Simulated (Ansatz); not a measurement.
# C2H3F2Si radical: up Jacob's ladder to CCSD(T)

Aim: compute C2H3F2Si radical with functionals from several rungs and with coupled cluster, and see how far each lands from CCSD(T) at the basis-set limit for the atomisation energy.

Method: functionals in def2-TZVPP, the program's frozen cores in correlated methods; program: Ansatz 0.2.0, Gaussian basis.

Plan: LDA (SPW92), PBE-D4, revPBE-D4, BLYP-D4, r2SCAN-D4, B97M-V, PBE0-D4, B3LYP-D4, r2SCANh-D4, r2SCAN0-D4, HSE06-D4, BHLYP-D4, CAM-B3LYP-D4, LC-ωPBE, ωB97X-V, ωB97M-V, B2PLYP, PBE-QIDH; CCSD(T)/def2-TZVPP; MP2/def2-QZVPP; extrapolation to the limit; RPA on PBE.

1 further run of the same task is left out (it didn't finish).

## (1) The geometry

An earlier PBE0-D4 in a triple-zeta def2 set relaxation fixed the geometry.

SMILES `[CH]=C[SiH](F)F`, 8 atoms, charge 0, spin multiplicity 2.

Atoms are counted from 1 here; the program's logs count them from 0.

Bond lengths: C1–C2 1.305 Å, C1–H6 1.082 Å, C2–Si3 1.846 Å, C2–H7 1.091 Å, Si3–F4 1.588 Å, Si3–F5 1.588 Å, Si3–H8 1.473 Å. Angles: C2–C1–H6 137.0°, C1–C2–Si3 118.6°, C1–C2–H7 120.9°, Si3–C2–H7 120.5°, C2–Si3–F4 110.3°, C2–Si3–F5 110.3°, C2–Si3–H8 112.0°, F4–Si3–F5 106.1°, F4–Si3–H8 108.9°, F5–Si3–H8 108.9°.

## (2) LDA

This LDA is Slater exchange with PW92 correlation.

in.yaml reads:

```yaml
crystal:
  periodic: [false, false, false]
  atoms:
    - {symbol: C, position_ang: [0.855242, 0.475060, 1.494413]}
    - {symbol: C, position_ang: [0.948744, 0.119839, 0.241936]}
    - {symbol: Si, position_ang: [-0.602361, -0.240749, -0.691934]}
    - {symbol: F, position_ang: [-0.572031, -1.723013, -1.260263]}
    - {symbol: F, position_ang: [-0.719944, 0.713377, -1.955598]}
    - {symbol: H, position_ang: [0.063696, 0.635755, 2.215125]}
    - {symbol: H, position_ang: [1.921463, 0.036923, -0.245897]}
    - {symbol: H, position_ang: [-1.802610, -0.074191, 0.146418]}
basis:
  gaussian: {orbitals: def2-TZVPP}
magnetization: {spin_polarized: true, initial_magnetization: 1}
hamiltonian: {xc: lda}
output: {orbitals: {seedname: orbitals}}
```

After this run come: PBE-D4 (GGA); revPBE-D4 (GGA); BLYP-D4 (GGA); r2SCAN-D4 (meta-GGA); B97M-V (meta-GGA); PBE0-D4 (hybrid); B3LYP-D4 (hybrid); r2SCANh-D4 (hybrid); r2SCAN0-D4 (hybrid); HSE06-D4 (hybrid); BHLYP-D4 (hybrid); CAM-B3LYP-D4 (range-separated); LC-ωPBE-D4 (range-separated); ωB97X-V (range-separated); ωB97M-V (range-separated); B2PLYP (double hybrid); PBE-QIDH (double hybrid); CCSD(T) in def2-TZVPP; MP2 in def2-QZVPP; RPA on PBE orbitals.

**Question.** What will the summary of the whole plan be? Wanted: atomisation energy, CCSD(T)/CBS; farthest beyond LDA; mean size of error, GGA; mean size of error, meta-GGA; mean size of error, hybrid; mean size of error, range-separated; mean size of error, double hybrid; gap, smallest and largest; T1 diagnostic.

**Answer**, as computed:

| quantity | value |
| --- | --- |
| atomisation energy, CCSD(T)/CBS | 3271.4 kJ/mol |
| functionals within 16.4 kJ/mol (0.5 %) | BLYP-D4, B97M-V, PBE0-D4, B3LYP-D4, r2SCANh-D4, HSE06-D4, CAM-B3LYP-D4, LC-ωPBE, ωB97X-V, ωB97M-V |
| farthest beyond LDA | BHLYP-D4 (-115.4 kJ/mol) |
| mean size of error, GGA | 31.8 kJ/mol |
| mean size of error, meta-GGA | 12.2 kJ/mol |
| mean size of error, hybrid | 32.8 kJ/mol |
| mean size of error, range-separated | 6.2 kJ/mol |
| mean size of error, double hybrid | 29.3 kJ/mol |
| gap, smallest and largest | 1.54 eV (LDA (SPW92)), 10.13 eV (LC-ωPBE) |
| T1 diagnostic | 0.0272 |
| triples share of the correlation energy | 3.4 % |

What this shows: LDA overbinds by 467.8 kJ/mol (14 %). PBE-D4 is off by +64.6 kJ/mol. Double hybrids carry the basis error of their MP2 part in triple zeta, and no dispersion term here, so their miss is partly the set-up's. The rungs range-separated, meta-GGA miss on average by less than the doubt on the reference (16.4 kJ/mol), so they tie. Misses under about 16.4 kJ/mol are within the doubt on the reference itself, which lacks core-valence correlation, relativity and higher excitations. Hartree-Fock recovers 75 % of the binding; the rest is correlation. Orbital gaps span 1.5 to 10.1 eV; exact exchange widens them. The UHF reference is spin-contaminated (⟨S²⟩ = 0.92 against 0.75).
